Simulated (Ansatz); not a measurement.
# TiBr2: the cost of one run

Method: DFT LDA+U (U = 3 eV, J = 0.9 eV on Ti d), plane waves, PAW, in Ansatz 0.2.0.

2 further runs of the same task are left out: 2 that didn't finish. Runs told in other sessions of the task aren't counted.

## (1) Starting point

Symmetry: P-3m1, No. 164, trigonal system. Conventional cell: a = 4.020 Å, b = 4.020 Å, c = 6.485 Å, α = 90.00°, β = 90.00°, γ = 120.00°. Ti (site symmetry -3m) is surrounded by 6 Br at 2.84 Å. Br (site symmetry 3m) has 3 Ti at 2.84 Å in its first shell of neighbours.

As a file:

```cif
data_structure
_symmetry_space_group_name_H-M 'P-3m1'
_symmetry_Int_Tables_number 164
_cell_length_a 4.0201
_cell_length_b 4.0201
_cell_length_c 6.4853
_cell_angle_alpha 90.000
_cell_angle_beta 90.000
_cell_angle_gamma 120.000
_cell_volume 90.77
loop_
_atom_site_label
_atom_site_type_symbol
_atom_site_symmetry_multiplicity
_atom_site_Wyckoff_symbol
_atom_site_fract_x
_atom_site_fract_y
_atom_site_fract_z
_atom_site_occupancy
Ti1 Ti 1 a 0.00000 0.00000 0.00000 1
Br1 Br 2 d 0.33333 0.66667 0.25200 1
```

An earlier series on this cell reached its lowest free state from «ferromagnetic start, free, symmetry kept, no search», perhaps among other starts.

## (2) Total moment locked, 1.00 μB per cell

input.yaml reads:

```yaml
crystal:
  lattice:
    - [4.02013195, 0.0, 0.0]
    - [-2.01006597, 3.48153639, 0.0]
    - [0.0, 0.0, 6.4853072]
  atoms:
    - { symbol: Ti, position: [0.0, 0.0, 0.0], spin: 1.0 }
    - { symbol: Br, position: [0.3333333333, 0.6666666667, 0.252] }
    - { symbol: Br, position: [0.6666666667, 0.3333333333, 0.748] }
basis:
  ecutwfc: 420
  ecutrho_ratio: 4
kpoints:
  mp_grid: { grid: [6, 6, 3] }
hamiltonian:
  xc: lda
  hubbard: { sites: [{ site: 0, l: d, u: 3.0, j: 0.9 }] }
scf:
  occupations: { method: gaussian, width: 0.05 }
  lower_state_search: "off"
  max_iter: 150
output:
  forces: true
  stress: true
  eigenvalues: true
  populations: true
  hubbard: { sites: [{ site: 0, l: d }] }
magnetization:
  spin_polarized: true
  initial_magnetization: 1.0
  spin_locking: { lock_magnetization: hard }
```

The lock stays on to the end, so the result is a constrained state unless its moments die out.

Started as:

```
$ ansatz run input.yaml --threads 2 --pin off --max-ram 3072MiB --backend cpu --events-out ev --progress --plain --runs-dir out
```

Q: Estimate wall time and peak memory on 2 threads of Intel Xeon Platinum 8488C (Sapphire Rapids), shared host.

About 2.2 s, with a peak of 0.45 GiB.
